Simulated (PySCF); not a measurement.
**C2Cl2F4 (dichlorotetrafluoroethane): levels of theory compared**

Wanted: a comparison of 3 runs (HF/3-21G, PBE0/def2-SVP, PBE/6-31+G*) of C2Cl2F4 (dichlorotetrafluoroethane). Input form: a Python script.

The calculation is run with PySCF 2.14.0.

### Step 1. The molecule

C2Cl2F4: 8 atoms, total charge 0, spin state singlet. SMILES: `FC(F)(Cl)C(F)(F)Cl`. The shape is that of a GFN2-xTB optimisation. This is one conformer, not always the lowest.

Bond lengths: F1–C2 1.336 Å, C2–F3 1.336 Å, C2–Cl4 1.776 Å, C2–C5 1.550 Å, C5–F6 1.336 Å, C5–F7 1.336 Å, C5–Cl8 1.776 Å. Some angles: F1–C2–F3 107.0°, F1–C2–Cl4 109.8°, F1–C2–C5 109.9°, F3–C2–Cl4 109.8°, F3–C2–C5 109.9°, Cl4–C2–C5 110.3°, C2–C5–F6 109.9°, C2–C5–F7 109.9°, C2–C5–Cl8 110.3°, F6–C5–F7 107.0°.

### Step 2. Energy and gradient at HF/3-21G (run 1)

Contents of input.py:

```python
# dichlorotetrafluoroethane
import pyscf.grad
from pyscf import gto, scf

molecule = gto.Mole()
molecule.atom = [
    ('F', (0.275690, -1.568930, -0.744570)),
    ('C', (-0.250150, -0.344270, -0.647920)),
    ('F', (0.159840, 0.343360, -1.717350)),
    ('Cl', (-2.023320, -0.450200, -0.644670)),
    ('C', (0.250140, 0.344780, 0.647650)),
    ('F', (-0.162650, -0.341600, 1.717150)),
    ('F', (-0.273070, 1.570320, 0.743030)),
    ('Cl', (2.023530, 0.446540, 0.646680)),
]
molecule.spin = 0
molecule.verbose = 4
molecule.basis = '3-21g'
molecule.max_memory = 1860
molecule.build()

hf = scf.RHF(molecule)
hf.conv_tol = 1e-10
hf.kernel()
if not hf.converged:
    hf = hf.newton().run(hf.mo_coeff, hf.mo_occ)

etot = hf.e_tot
print('E(%s) = %.9f' % ('HF', etot))
grad = hf.Gradients().kernel()
dip = hf.dip_moment()
pop, q = hf.mulliken_pop()
```

Started as:

```bash
$ OMP_NUM_THREADS=1 python input.py
```

The log of the run:

```text
PySCF version 2.14.0

[... 62 lines left out ...]
converged SCF energy = -1385.46923613086
[... 12 lines left out ...]
Dipole moment(X, Y, Z, Debye):  0.00005,  0.00123, -0.00050
[... 50 lines left out ...]
pop of  5 F 1s            1.98564
pop of  5 F 2s            0.44822
pop of  5 F 3s            1.57031
pop of  5 F 2px           0.87755
pop of  5 F 2py           0.84107
pop of  5 F 2pz           0.73540
pop of  5 F 3px           0.99929
pop of  5 F 3py           0.98138
pop of  5 F 3pz           0.90957
pop of  6 F 1s            1.98564
pop of  6 F 2s            0.44821
pop of  6 F 3s            1.57032
pop of  6 F 2px           0.86257
pop of  6 F 2py           0.69192
pop of  6 F 2pz           0.89959
pop of  6 F 3px           0.98928
pop of  6 F 3py           0.88257
pop of  6 F 3pz           1.01832
pop of  7 Cl 1s           1.99869
pop of  7 Cl 2s           1.96124
pop of  7 Cl 3s           1.15091
pop of  7 Cl 4s           0.81924
pop of  7 Cl 2px          1.96045
pop of  7 Cl 2py          1.97232
pop of  7 Cl 2pz          1.97229
pop of  7 Cl 3px          0.78066
pop of  7 Cl 3py          1.12467
pop of  7 Cl 3pz          1.12551
pop of  7 Cl 4px          0.25608
pop of  7 Cl 4py          0.85174
pop of  7 Cl 4pz          0.85581
 ** Mulliken atomic charges  **
charge of    0F =     -0.34844
charge of    1C =      0.52648
charge of    2F =     -0.34840
charge of    3Cl =      0.17035
charge of    4C =      0.52647
charge of    5F =     -0.34843
charge of    6F =     -0.34842
charge of    7Cl =      0.17038
```

Run time: 4.2 s. Hardware: 1 thread of Intel Xeon at 2.70GHz, shared host; peak memory 0.16 GiB.

### Step 3. Energy and gradient at PBE0/def2-SVP (run 2)

Contents of start.xyz:

```xyz
8
C2Cl2F4
F      0.275690    -1.568930    -0.744570
C     -0.250150    -0.344270    -0.647920
F      0.159840     0.343360    -1.717350
Cl    -2.023320    -0.450200    -0.644670
C      0.250140     0.344780     0.647650
F     -0.162650    -0.341600     1.717150
F     -0.273070     1.570320     0.743030
Cl     2.023530     0.446540     0.646680
```

Contents of job.py:

```python
from pyscf import gto, dft

mol = gto.M(
    atom='start.xyz',
    basis='def2-svp',
    max_memory=1860,
    verbose=4,
)

mf = dft.RKS(mol)
mf.xc = 'pbe0'
mf.conv_tol = 1e-10
mf.grids.level = 5
mf.kernel()
if not mf.converged:
    mf = mf.newton().run(mf.mo_coeff, mf.mo_occ)

e_final = mf.e_tot
print('Final energy', e_final)
grad = mf.nuc_grad_method().kernel()
mf.analyze()
```

Started as:

```bash
$ OMP_NUM_THREADS=1 python job.py
```

The log of the run:

```text
PySCF version 2.14.0

[... 94 lines left out ...]
Two-electron Coulomb Energy =         1248.357110652615575
[... 12 lines left out ...]
MO #10  energy= -9.57084474784778  occ= 2
[... 10 lines left out ...]
MO #21  energy= -0.928173635569021 occ= 2
[... 10 lines left out ...]
MO #32  energy= -0.496337618751933 occ= 2
[... 10 lines left out ...]
MO #43  energy= 0.0430675038144241 occ= 0
[... 10 lines left out ...]
MO #54  energy= 0.486631643872069  occ= 0
[... 10 lines left out ...]
MO #65  energy= 0.77979770241891   occ= 0
[... 10 lines left out ...]
MO #76  energy= 1.20156873034477   occ= 0
[... 10 lines left out ...]
MO #87  energy= 1.52141447276129   occ= 0
[... 10 lines left out ...]
MO #98  energy= 2.12608882262229   occ= 0
[... 10 lines left out ...]
MO #109 energy= 3.08890459531735   occ= 0
[... 10 lines left out ...]
MO #120 energy= 3.8477566669869    occ= 0
[... 92 lines left out ...]
pop of  6 F 3s            0.00468
pop of  6 F 2px           1.86384
pop of  6 F 2py           1.60008
pop of  6 F 2pz           1.93045
pop of  6 F 3px           0.00206
pop of  6 F 3py           0.00152
pop of  6 F 3pz           0.00228
pop of  6 F 3dxy          0.00181
pop of  6 F 3dyz          0.00096
pop of  6 F 3dz^2         0.00083
pop of  6 F 3dxz          0.00020
pop of  6 F 3dx2-y2       0.00173
pop of  7 Cl 1s           2.00000
pop of  7 Cl 2s           1.99986
pop of  7 Cl 3s           1.88273
pop of  7 Cl 4s           0.00415
pop of  7 Cl 2px          1.99990
pop of  7 Cl 2py          1.99995
pop of  7 Cl 2pz          1.99995
pop of  7 Cl 3px          1.24874
pop of  7 Cl 3py          1.94527
pop of  7 Cl 3pz          1.95149
pop of  7 Cl 4px          0.00478
pop of  7 Cl 4py          0.00117
pop of  7 Cl 4pz          0.00149
pop of  7 Cl 3dxy         0.00242
pop of  7 Cl 3dyz         0.00016
pop of  7 Cl 3dz^2        0.00233
pop of  7 Cl 3dxz         0.00216
pop of  7 Cl 3dx2-y2      0.00663
 ** Mulliken atomic charges  **
charge of    0F =     -0.23836
charge of    1C =      0.52964
charge of    2F =     -0.23808
charge of    3Cl =     -0.05320
charge of    4C =      0.52964
charge of    5F =     -0.23829
charge of    6F =     -0.23815
charge of    7Cl =     -0.05319
Dipole moment(X, Y, Z, Debye): -0.00003,  0.00146, -0.00060
```

Wall time 75 s (1 thread of Intel Xeon at 2.70GHz, shared host); peak memory 1.2 GiB.

### Step 4. Energy and forces at PBE/6-31+G(d) (spherical functions) (run 3)

Contents of run.py:

```python
import pyscf.grad
from pyscf import gto, dft

molecule = gto.M(
    atom='''
F      0.520979    -2.964848    -1.407033
C     -0.472715    -0.650576    -1.224391
F      0.302054     0.648856    -3.245321
Cl    -3.823521    -0.850755    -1.218250
C      0.472696     0.651540     1.223881
F     -0.307364    -0.645530     3.244943
F     -0.516028     2.967475     1.404123
Cl     3.823918     0.843838     1.222048
''',
    max_memory=1860,
    unit='bohr',
    spin=0,
    verbose=3,
    basis='6-31+g*',
    charge=0,
)

ks = dft.RKS(molecule)
ks.xc = 'pbe'
ks.conv_tol = 1e-10
ks.grids.level = 5
ks.kernel()
if not ks.converged:
    ks = ks.newton().run(ks.mo_coeff, ks.mo_occ)

energy = ks.e_tot
print('E(%s) = %.9f' % ('PBE', energy))
grad = ks.Gradients().kernel()
ks.analyze()
```

Started as:

```bash
$ OMP_NUM_THREADS=1 python run.py
```

The log of the run:

```text
converged SCF energy = -1395.12067990665
[... 18 lines left out ...]
MO #9   energy= -9.2190293929372   occ= 2
[... 12 lines left out ...]
MO #22  energy= -0.828268082992287 occ= 2
[... 12 lines left out ...]
MO #35  energy= -0.395423198734993 occ= 2
[... 12 lines left out ...]
MO #48  energy= 0.0493559231898271 occ= 0
[... 12 lines left out ...]
MO #61  energy= 0.148811037298438  occ= 0
[... 12 lines left out ...]
MO #74  energy= 0.335650442959042  occ= 0
[... 12 lines left out ...]
MO #87  energy= 0.585575426584107  occ= 0
[... 12 lines left out ...]
MO #100 energy= 0.919367617337888  occ= 0
[... 12 lines left out ...]
MO #113 energy= 1.50856077620709   occ= 0
[... 12 lines left out ...]
MO #126 energy= 1.74912945679877   occ= 0
[... 12 lines left out ...]
MO #139 energy= 2.16842937670214   occ= 0
[... 12 lines left out ...]
MO #152 energy= 3.25442754251571   occ= 0
[... 9 lines left out ...]
Dipole moment(X, Y, Z, Debye): -0.00003,  0.00136, -0.00054
```

Wall time 2.5 min (1 thread of Intel Xeon at 2.70GHz, shared host); peak memory 1.8 GiB.

### Step 5. All runs side by side

```csv
run,level,integration grid,energy (Eh),dipole moment (D),HOMO energy (eV),LUMO energy (eV),wall time
1,HF/3-21G,–,-1385.469236,0.00,-13.64,3.04,4.2 s
2,PBE0/def2-SVP,5,-1394.558082,0.00,-9.69,-0.34,75 s
3,PBE/6-31+G* (spherical functions),5,-1395.120680,0.00,-8.40,-2.13,2.5 min
```

### Step 6. Summary of results

| quantity | value |
| --- | --- |
| run 3: total energy | -1395.12068 Eh |
| run 3: dipole moment | 0.00 D |
| run 3: HOMO energy | -8.40 eV |
| run 3: LUMO energy | -2.13 eV |
| run 3: HOMO–LUMO gap | 6.27 eV |
| run 3: largest force on an atom | 0.971 eV/Å |

What this shows: The HOMO–LUMO gap runs from 6.27 eV (PBE/6-31+G*) to 16.67 eV (HF/3-21G). The two ends differ in method and basis. Totals of different functionals can't be ranked against each other. All runs together took 3.9 min, the longest 2.5 min.
